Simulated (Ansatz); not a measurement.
# C2H5BSe: how energies converge with the basis set

One table from this session's results is given with a row withheld; the runs are named, their logs left out.

Method: one geometry, several basis sets; program: Ansatz 0.2.0, Gaussian basis.

Levels to be run: PBE0-D4/def2-SVP; ωB97M-V/def2-SVP; PBE0-D4/def2-QZVPP; ωB97M-V/def2-QZVPP; the functionals' def2-TZVPP values are taken from earlier runs.

### The geometry

The geometry comes from an earlier relaxation with PBE0-D4 in a triple-zeta def2 set; it is a stationary point, not always the lowest conformer.

SMILES `CBC=[Se]`, 9 atoms, charge 0, spin multiplicity 1.

Atoms are counted from 1 here; the program's logs count them from 0.

Bond lengths: C1–B2 1.566 Å, C1–H5 1.099 Å, C1–H6 1.093 Å, C1–H7 1.091 Å, B2–C3 1.528 Å, B2–H8 1.201 Å, C3–Se4 1.765 Å, C3–H9 1.087 Å. Angles: B2–C1–H5 107.0°, B2–C1–H6 111.7°, B2–C1–H7 114.5°, H5–C1–H6 105.9°, H5–C1–H7 107.9°, H6–C1–H7 109.3°, C1–B2–C3 123.3°, C1–B2–H8 120.1°, C3–B2–H8 116.6°, B2–C3–Se4 101.2°, B2–C3–H9 135.8°, Se4–C3–H9 123.0°.

The first run:

in.yaml reads:

```yaml
crystal:
  periodic: [false, false, false]
  atoms:
    - {symbol: C, position_ang: [-0.113346, 0.296387, -1.187614]}
    - {symbol: B, position_ang: [0.540002, 0.074732, 0.218018]}
    - {symbol: C, position_ang: [-0.127905, -0.722711, 1.337721]}
    - {symbol: Se, position_ang: [-0.978240, 0.555212, 2.208423]}
    - {symbol: H, position_ang: [0.435052, -0.334969, -1.901109]}
    - {symbol: H, position_ang: [0.016312, 1.323616, -1.536511]}
    - {symbol: H, position_ang: [-1.168756, 0.026357, -1.243291]}
    - {symbol: H, position_ang: [1.640515, 0.500251, 0.444166]}
    - {symbol: H, position_ang: [-0.155135, -1.765176, 1.643097]}
basis:
  gaussian: {orbitals: def2-SVP}
hamiltonian: {xc: pbe0, dispersion: d4}
output: {orbitals: {seedname: orbitals}}
```

Started as:

```
$ ansatz run in.yaml --threads 2 --pin off --events-out ev --progress --plain --max-ram 4352MiB
```

Steps of the session up to this table: PBE0-D4 in def2-SVP; ωB97M-V in def2-SVP; PBE0-D4 in def2-QZVPP; ωB97M-V in def2-QZVPP.

One table of the session follows, with a row left open; its other results are not shown here.

```
functional       basis  HOMO (eV)  LUMO (eV)
   PBE0-D4    def2-SVP      -6.55      -2.64
   PBE0-D4  def2-TZVPP      -6.64      -2.74
   PBE0-D4  def2-QZVPP          ?          ?
   ωB97M-V    def2-SVP      -8.63      -0.48
   ωB97M-V  def2-TZVPP      -8.74      -0.66
   ωB97M-V  def2-QZVPP      -8.75      -0.69
```

**Question.** Estimate the row for PBE0-D4, def2-QZVPP.

The run gave: HOMO (eV): -6.65; LUMO (eV): -2.76. In the column «HOMO (eV)» it lies between ωB97M-V, def2-SVP (-8.63) and PBE0-D4, def2-TZVPP (-6.64).
